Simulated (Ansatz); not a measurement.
# ZnIr: pressure up to the limit of the methods

One table from this session's results is given with a row withheld; the runs are named, their logs left out.

Program: Ansatz 0.2.0. Level of theory: DFT, PBEsol, PAW with Ansatz's default frozen-core files, scalar-relativistic. These are calculated values, not measurements.

### The structure to begin with

It takes space group P-6m2 (No. 187, hexagonal). Conventional cell: a = 2.777 Å, b = 2.777 Å, c = 4.164 Å, α = 90.00°, β = 90.00°, γ = 120.00°. Zn (site symmetry -6m2) has 6 Ir at 2.63 Å and 6 Zn at 2.78 Å as nearest neighbours. Around Ir (site symmetry -6m2) lie 6 Zn at 2.63 Å and 6 Ir at 2.78 Å.

Coordinates:

```xyz
2
Lattice="2.7772 0.0000 0.0000 -1.3886 2.4051 0.0000 0.0000 0.0000 4.1639" Properties=species:S:1:pos:R:3 pbc="T T T"
Zn    1.3886    0.8017    2.0819
Ir    0.0000    0.0000    0.0000
```

Whether this phase is the stable one at these pressures isn't tested.

Atoms are numbered in the order of the input: Zn1, Ir2.

Set-up of the first run:

File input.yaml:

```yaml
crystal:
  lattice:
    - [2.7771790596, 0.0, 0.0]
    - [-1.3885895298, 2.4051076165, 0.0]
    - [0.0, 0.0, 4.16386207]
  atoms:
    - { symbol: Zn, position: [0.6666666667, 0.3333333333, 0.5] }
    - { symbol: Ir, position: [0.0, 0.0, 0.0] }
kpoints:
  mp_grid: { grid: [15, 15, 9] }
scf:
  occupations: { method: fermi_dirac, width: 0.05 }
hamiltonian:
  xc: pbesol
  pseudopotentials: { kind: paw }
output:
  forces: true
  stress: true
relax:
  f_tol: 0.01
  max_steps: 30
  cell: { stress_tol: 0.05, fix: [volume] }
```

Started as:

```
ansatz run input.yaml --threads 1 --pin off --max-ram 2048MiB --backend cpu --events-out ev --progress --plain --runs-dir out
```

Among the steps run: Shape and atoms relaxed at the given volume, PAW; Volume scaled by 1, PAW; Shape and atoms relaxed at 0.9 of the volume, PAW; Volume scaled by 0.9, PAW; Shape and atoms relaxed at 0.75 of the volume, PAW; Volume scaled by 0.75, PAW; Shape and atoms relaxed at 0.6 of the volume, PAW; Volume scaled by 0.6, PAW.

One of the session's tables, all rows but one given; the rest of the session is left out.

| method | volume over the first | volume (Å³/atom) | pressure (GPa) |
| --- | --- | --- | --- |
| PAW | 1 | 13.906 | -3.74 |
| PAW | 0.9 | 12.515 | 26.47 |
| PAW | 0.75 | ? | ? |
| PAW | 0.6 | 8.344 | 389.38 |

**Question.** Estimate the row for PAW, 0.75.

**Answer.** volume (Å³/atom): 10.430; pressure (GPa): 125.77. In the column «volume (Å³/atom)» it lies between PAW, 0.6 (8.344) and PAW, 0.9 (12.515).

Caveats from the session: Warnings in the runs' records: gradients without spin orbit.
